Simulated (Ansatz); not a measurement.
**C₃H₇FSn: how energies converge with the basis set**

One table from this session's results is given with a row withheld; the runs are named, their logs left out.

The runs use Ansatz 0.2.0, Gaussian basis; one geometry, several basis sets.

Plan: PBE0-D4/def2-SVP; ωB97M-V/def2-SVP; PBE0-D4/def2-QZVPP; ωB97M-V/def2-QZVPP; the functionals' def2-TZVPP values are taken from earlier runs.

### The geometry

All runs share one geometry, relaxed beforehand with PBE0-D4 in a triple-zeta def2 set. Sn takes the def2 core potential; no spin-orbit term is included.

12 atoms, charge 0, spin multiplicity 1.

Atoms are counted from 1 here; the program's logs count them from 0.

Bond lengths: F1–Sn2 1.935 Å, Sn2–C3 2.156 Å, Sn2–C5 2.156 Å, Sn2–H6 1.707 Å, C3–C4 1.545 Å, C3–H7 1.092 Å, C3–H8 1.089 Å, C4–C5 1.545 Å, C4–H9 1.095 Å, C4–H10 1.094 Å, C5–H11 1.089 Å, C5–H12 1.092 Å. Angles: F1–Sn2–C3 112.4°, F1–Sn2–C5 112.4°, F1–Sn2–H6 103.0°, C3–Sn2–C5 70.3°, C3–Sn2–H6 128.2°, C5–Sn2–H6 128.2°, Sn2–C3–C4 88.5°, Sn2–C3–H7 107.8°, Sn2–C3–H8 121.8°, C4–C3–H7 112.6°, C4–C3–H8 115.9°, H7–C3–H8 108.9°, C3–C4–C5 106.9°, C3–C4–H9 112.5°, C3–C4–H10 109.1°, C5–C4–H9 112.5°, C5–C4–H10 109.1°, H9–C4–H10 106.6° and more.

As a file:

```
F    -2.58814   -0.82779    1.17688
Sn   -1.17469    0.43653    0.79333
C     0.78305   -0.46118    0.90166
C     1.01787   -0.03024   -0.56361
C    -0.37433    0.19678   -1.19470
H    -1.72466    1.86677    1.54583
H     0.65049   -1.54035    1.00561
H     1.52840   -0.12593    1.62071
H     1.61866   -0.75496   -1.12278
H     1.57352    0.91179   -0.57473
H    -0.43569    0.99070   -1.93693
H    -0.79757   -0.71712   -1.61736
```

Set-up of the first run:

Contents of in.yaml:

```yaml
crystal:
  periodic: [false, false, false]
  atoms:
    - {symbol: F, position_ang: [-2.588142, -0.827793, 1.176883]}
    - {symbol: Sn, position_ang: [-1.174694, 0.436530, 0.793333]}
    - {symbol: C, position_ang: [0.783046, -0.461181, 0.901662]}
    - {symbol: C, position_ang: [1.017868, -0.030237, -0.563612]}
    - {symbol: C, position_ang: [-0.374326, 0.196783, -1.194705]}
    - {symbol: H, position_ang: [-1.724659, 1.866769, 1.545825]}
    - {symbol: H, position_ang: [0.650490, -1.540355, 1.005610]}
    - {symbol: H, position_ang: [1.528399, -0.125928, 1.620705]}
    - {symbol: H, position_ang: [1.618663, -0.754960, -1.122781]}
    - {symbol: H, position_ang: [1.573519, 0.911791, -0.574731]}
    - {symbol: H, position_ang: [-0.435691, 0.990700, -1.936928]}
    - {symbol: H, position_ang: [-0.797573, -0.717117, -1.617359]}
basis:
  gaussian: {orbitals: def2-SVP}
hamiltonian: {xc: pbe0, dispersion: d4}
output: {orbitals: {seedname: orbitals}}
```

Steps of the session up to this table: PBE0-D4 in def2-SVP; ωB97M-V in def2-SVP; PBE0-D4 in def2-QZVPP; ωB97M-V in def2-QZVPP.

One table of the session follows, with a row left open; its other results are not shown here.

It belongs to the step «Density functionals: the series». 

```
functional       basis  HOMO (eV)  LUMO (eV)
   PBE0-D4    def2-SVP      -7.47       0.07
   PBE0-D4  def2-TZVPP      -7.52      -0.25
   PBE0-D4  def2-QZVPP      -7.53      -0.34
   ωB97M-V    def2-SVP      -9.62       1.91
   ωB97M-V  def2-TZVPP      -9.69       1.29
   ωB97M-V  def2-QZVPP          ?          ?
```

Estimate the missing values for ωB97M-V, def2-QZVPP.

As computed: HOMO (eV): -9.70; LUMO (eV): 0.99. In the column «HOMO (eV)» it is the lowest.
